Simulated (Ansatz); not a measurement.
# Alloy of Ga2O3 and Al2O3 (11 of 12 Ga sites exchanged), 30 atoms with displaced atoms

Wanted: the effect of changed settings on energy, forces, pressure and convergence.

All numbers are computed with Ansatz 0.2.0 (PAW, plane waves).

2 further runs of the same task are left out: 2 that didn't finish.

### 1 The starting cell

30 atoms (11 Al, 18 O, 1 Ga); a = 4.801 Å, b = 4.801 Å, c = 13.066 Å, α = 90.00°, β = 90.00°, γ = 120.00°. All atoms were shaken off their sites by about 0.07 Å along each axis.

### 2 Single point with PBEsol

Contents of in.yaml:

```yaml
crystal:
  lattice:
    - [4.801087, 0.000000, 0.000000]
    - [-2.400543, 4.157863, 0.000000]
    - [0.000000, 0.000000, 13.065713]
  atoms:
    - { symbol: Al, position: [0.682345, 0.333967, 0.199868] }
    - { symbol: Al, position: [0.309775, 0.669181, 0.012537] }
    - { symbol: Al, position: [0.318864, 0.669441, 0.321310] }
    - { symbol: Al, position: [0.314356, 0.653589, 0.507976] }
    - { symbol: Al, position: [0.001736, 0.008848, 0.351555] }
    - { symbol: Al, position: [0.043733, 0.010370, 0.150247] }
    - { symbol: Al, position: [0.012101, 0.017711, 0.645358] }
    - { symbol: Al, position: [0.000271, 0.986208, 0.849312] }
    - { symbol: Al, position: [0.654544, 0.338104, 0.479840] }
    - { symbol: Al, position: [0.680311, 0.343348, 0.981710] }
    - { symbol: Al, position: [0.339923, 0.682805, 0.826007] }
    - { symbol: O, position: [0.313187, 0.992784, 0.246038] }
    - { symbol: O, position: [0.659798, 0.037420, 0.093385] }
    - { symbol: O, position: [0.015146, 0.287638, 0.249738] }
    - { symbol: O, position: [0.727293, 0.702690, 0.256154] }
    - { symbol: O, position: [0.365170, 0.343464, 0.081323] }
    - { symbol: O, position: [0.395700, 0.060193, 0.582753] }
    - { symbol: O, position: [0.327657, 0.346165, 0.422798] }
    - { symbol: O, position: [0.053284, 0.698542, 0.424106] }
    - { symbol: O, position: [0.022377, 0.377908, 0.918580] }
    - { symbol: O, position: [0.981669, 0.680152, 0.757625] }
    - { symbol: O, position: [0.957214, 0.622502, 0.090706] }
    - { symbol: O, position: [0.984117, 0.341022, 0.585314] }
    - { symbol: O, position: [0.674992, 0.654251, 0.578278] }
    - { symbol: O, position: [0.622832, 0.978554, 0.405428] }
    - { symbol: O, position: [0.620957, 0.649296, 0.908567] }
    - { symbol: O, position: [0.688038, 0.009266, 0.751005] }
    - { symbol: O, position: [0.341124, 0.328929, 0.756993] }
    - { symbol: O, position: [0.331266, 0.948791, 0.914327] }
    - { symbol: Ga, position: [0.666756, 0.339929, 0.693294] }
kpoints:
  mp_grid: { grid: [2, 2, 2], shift: [0.5, 0.5, 0.5] }
hamiltonian:
  xc: pbesol
scf:
  occupations: { method: fermi_dirac, width: 0.01 }
output:
  forces: true
  eigenvalues: true
  stress: true
  populations: true
```

On the command line:

```bash
ansatz run in.yaml --threads 8 --pin off --max-ram 13300MiB --runs-dir r --events-out ev --progress --plain
```

### 3 Changed settings: accuracy low

Edit in.yaml of step 2 so:

```diff
@@ -1 +1,2 @@
+accuracy: low
 crystal:
@@ -42,2 +43,3 @@
   occupations: { method: fermi_dirac, width: 0.01 }
+  max_iter: 50
 output:
@@ -46,2 +48 @@
   stress: true
-  populations: true
```

### 4 Variant: smearing width 0.5 eV, starting moment 4 μB

Edit in.yaml of step 3 so:

```diff
@@ -1,2 +1 @@
-accuracy: low
 crystal:
@@ -41,5 +40,8 @@
   xc: pbesol
+magnetization:
+  spin_polarized: true
+  initial_magnetization: 4
 scf:
-  occupations: { method: fermi_dirac, width: 0.01 }
-  max_iter: 50
+  occupations: { method: fermi_dirac, width: 0.5 }
+  max_iter: 70
 output:
```

### 5 Run again with functional Hartree–Fock, mixer anderson

Edit in.yaml of step 4 so:

```diff
@@ -39,9 +39,7 @@
 hamiltonian:
-  xc: pbesol
-magnetization:
-  spin_polarized: true
-  initial_magnetization: 4
+  xc: hf
 scf:
-  occupations: { method: fermi_dirac, width: 0.5 }
-  max_iter: 70
+  occupations: { method: fermi_dirac, width: 0.01 }
+  max_iter: 60
+  mixing: { algorithm: anderson }
 output:
```

### 6 Run again with density threshold 0.001 eV

Edit in.yaml of step 5 so:

```diff
@@ -39,7 +39,7 @@
 hamiltonian:
-  xc: hf
+  xc: pbesol
 scf:
   occupations: { method: fermi_dirac, width: 0.01 }
-  max_iter: 60
-  mixing: { algorithm: anderson }
+  max_iter: 70
+  convergence: { dr2_threshold: 1e-03 }
 output:
```

### 7 Changed settings: at most 14 cycles

Edit in.yaml of step 6 so:

```diff
@@ -42,4 +42,3 @@
   occupations: { method: fermi_dirac, width: 0.01 }
-  max_iter: 70
-  convergence: { dr2_threshold: 1e-03 }
+  max_iter: 14
 output:
```

### 8 Changed settings: charge changed by 2, dispersion rVV10

Edit in.yaml of step 7 so:

```diff
@@ -40,5 +40,7 @@
   xc: pbesol
+  dispersion: rvv10
+total_charge: 2
 scf:
   occupations: { method: fermi_dirac, width: 0.01 }
-  max_iter: 14
+  max_iter: 100
 output:
```

What does the calculation give? Wanted: for each run, settings; status; energy from base; forces from base.

The runs gave:

| settings | status | cycles | time | energy from base (meV/atom) | forces from base (eV/Å rms) | filled to empty level on the mesh (eV) |
| --- | --- | --- | --- | --- | --- | --- |
| base | converged | 8 | 2.9 s (8 CPU threads) | 0 | 0 | 6.08 |
| accuracy low | converged | 8 | 2 s (8 CPU threads) | 0.0 | 0.000 | 6.08 |
| smearing width 0.5 eV, starting moment 4 μB | converged, settings too loose | 15 | 8 s (8 CPU threads) | +0.8 | 0.004 | 6.09 |
| functional Hartree–Fock, mixer anderson | converged | 27 | 65 s (8 CPU threads) | - | 0.263 | 17.45 |
| density threshold 0.001 eV | converged, settings too loose | 6 | 2 s (8 CPU threads) | 0.0 | 0.000 | 6.08 |
| at most 14 cycles | converged | 8 | 2 s (8 CPU threads) | 0.0 | 0.000 | 6.08 |
| charge changed by 2, dispersion rVV10 | refused | - | 0.1 s (8 CPU threads) | - | - | - |

**What this shows.** Among these variants the forces move most with functional Hartree–Fock, mixer anderson (0.263 eV/Å rms). The base mesh is coarse for so small a cell, so pressure, spacing and their changes aren't converged values of the solid. 1 of 6 variants gave no result: charge changed by 2, dispersion rVV10 (refused).
